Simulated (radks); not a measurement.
# Ionisation energy and size from B²⁺ to Tl²⁺

The task here is to estimate one member of a computed series from the others.

The numbers are computed with radks (a radial shooting solver on a logarithmic mesh, Libxc functionals) version 1 (Dirac Kohn-Sham, PBE, spin-unpolarised, spherical densities, finite nucleus), except any that are marked as measured or tabulated.

## The atom as given

| Quantity | Value |
| --- | --- |
| species | B²⁺, Al²⁺, Ga²⁺, In²⁺, Tl²⁺ |
| runs | 10, each species and its next ion |

The first run:

Input:

```text
Z 5
configuration [He] 2s1
relativity Dirac
functional pbe,pbe
spin unpolarised
j_filling average
nucleus finite rms 2.406 fm
c 137.035999084
```

Steps of the session up to this table: B²⁺, [He] 2s1; B³⁺, [He]; Al²⁺, [Ne] 3s1; Al³⁺, [Ne]; Ga²⁺, [Ar] 3d10 4s1; Ga³⁺, [Ar] 3d10; In²⁺, [Kr] 4d10 5s1; In³⁺, [Kr] 4d10; Tl²⁺, [Xe] 4f14 5d10 6s1; Tl³⁺, [Xe] 4f14 5d10.

One of the session's tables, all rows but one given; the rest of the session is left out.

| species | Δ-SCF (eV) | −ε(HOMO) (eV) | its <r> (bohr) |
| --- | --- | --- | --- |
| B²⁺ | 37.495 | 31.475 | 1.64 |
| Al²⁺ | ? | ? | ? |
| Ga²⁺ | 31.271 | 26.067 | 2.08 |
| In²⁺ | 28.319 | 23.667 | 2.34 |
| Tl²⁺ | 30.127 | 25.354 | 2.28 |

Q: Estimate the row for Al²⁺ from the others.

The run gave: Δ-SCF (eV): 28.442; −ε(HOMO) (eV): 23.747; its <r> (bohr): 2.20. In the column «Δ-SCF (eV)» it lies between In²⁺ (28.319) and Tl²⁺ (30.127).

Spin polarisation and multiplet splitting are left out, so open shells lie too high by an amount that depends on their filling.
